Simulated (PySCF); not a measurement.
# AsH⁻: basis, grid and Hamiltonian

The method stays; parts of the set-up, such as the basis or the Hamiltonian, are changed.

Method: each script names its method and basis; program: PySCF 2.14.0.

### Step 1. Starting geometry

AsH⁻: 2 atoms, charge -1, spin multiplicity 2.

Bond lengths: As1–H2 1.595 Å.

### Step 2. The run that the others are compared with

File input.py:

```python
from pyscf import gto, scf
from pyscf.hessian import thermo

mol = gto.M(
    atom='As 0 0 0; H 0 0 1.595',
    basis='6-311g**',
    charge=-1,
    spin=1,
    verbose=4,
)
mf = scf.UHF(mol)
mf.kernel()
hess = mf.Hessian().kernel()
print('wavenumber (cm^-1) =', thermo.harmonic_analysis(mol, hess)['freq_wavenumber'].round(1))
mf.dip_moment()
print('orbital energies (hartree):', [e[max(0, n-3):n+3].round(4) for e, n in zip(mf.mo_energy, mol.nelec)])
```

Command:

```console
$ OMP_NUM_THREADS=1 python input.py
```

Its log is not repeated here.

In short: E(SCF) = -2234.707506 Eh, 12 cycles, ⟨S²⟩ = 0.760, wavenumbers 1835 cm⁻¹.

The bond length is a typed value, not an optimised one, so the wavenumber is not that of the minimum. The dipole of an ion depends on the origin.

### Step 3. Cartesian functions on

Edit 1 changes Cartesian functions: off → on.

File input.py:

```python
from pyscf import gto, scf
from pyscf.hessian import thermo

mol = gto.M(
    atom='As 0 0 0; H 0 0 1.595',
    basis='6-311g**',
    charge=-1,
    spin=1,
    cart=True,
    verbose=4,
)
mf = scf.UHF(mol)
mf.kernel()
hess = mf.Hessian().kernel()
print('wavenumber (cm^-1) =', thermo.harmonic_analysis(mol, hess)['freq_wavenumber'].round(1))
mf.dip_moment()
print('orbital energies (hartree):', [e[max(0, n-3):n+3].round(4) for e, n in zip(mf.mo_energy, mol.nelec)])
```

Command:

```console
$ OMP_NUM_THREADS=1 python input.py
```

### Step 4. Cc-pvtz-dk (X2C on)

Edit 2 changes basis set: 6-311g** → cc-pvtz-dk; spin-free X2C: off → on.

Changes to input.py since step 2:

```diff
@@ -5,3 +5,3 @@
     atom='As 0 0 0; H 0 0 1.595',
-    basis='6-311g**',
+    basis='cc-pvtz-dk',
     charge=-1,
@@ -11,2 +11,3 @@
 mf = scf.UHF(mol)
+mf = mf.sfx2c1e()
 mf.kernel()
```

### Step 5. Density fitting weigend

Edit 3 changes density fitting: none → weigend.

Changes to input.py since step 2:

```diff
@@ -11,2 +11,3 @@
 mf = scf.UHF(mol)
+mf = mf.density_fit(auxbasis='weigend')
 mf.kernel()
```

### Step 6. 6-31g*

Edit 4 changes basis set: 6-311g** → 6-31g*.

Changes to input.py since step 2:

```diff
@@ -5,3 +5,3 @@
     atom='As 0 0 0; H 0 0 1.595',
-    basis='6-311g**',
+    basis='6-31g*',
     charge=-1,
```

### Step 7. X2c-svpall (X2C on)

Edit 5 changes basis set: 6-311g** → x2c-svpall; spin-free X2C: off → on.

Changes to input.py since step 2:

```diff
@@ -5,3 +5,3 @@
     atom='As 0 0 0; H 0 0 1.595',
-    basis='6-311g**',
+    basis='x2c-svpall',
     charge=-1,
@@ -11,2 +11,3 @@
 mf = scf.UHF(mol)
+mf = mf.sfx2c1e()
 mf.kernel()
```

Before running it: what results should come out? Wanted: for each run, E(SCF); from base; gap, α spin; after the SCF.

As calculated:

| run | E(SCF) (hartree) | from base (eV) | cycles | gap, α spin (eV) | functions | after the SCF |
| --- | --- | --- | --- | --- | --- | --- |
| base | -2234.707506 | 0 | 12 | 10.34 | 50 | highest mode 1835 cm⁻¹ |
| Cartesian functions on | -2234.709597 | -0.0569 | 12 | 10.34 | 53 | highest mode 1832 cm⁻¹ |
| cc-pvtz-dk (X2C on) | -2259.585013 | not comparable | 12 | 10.27 | 57 | highest mode 1820 cm⁻¹ |
| density fitting weigend | -2212.174470 | +613.1551 | 12 | 10.41 | 50 | highest mode 1249 cm⁻¹ |
| 6-31g* | -2234.450850 | +6.9840 | 12 | 11.53 | 34 | highest mode 1884 cm⁻¹ |
| x2c-svpall (X2C on) | -2259.172533 | not comparable | 11 | 11.18 | 37 | highest mode 1827 cm⁻¹ |

What this shows: The largest comparable shift of the SCF energy, +613.155 eV, comes with the run “density fitting weigend”. 6-31g* (34 functions) gives an energy 6.98 eV higher than 6-311g** (50). The dearest run is “cc-pvtz-dk (X2C on)”, at 28 s against 6.4 s.
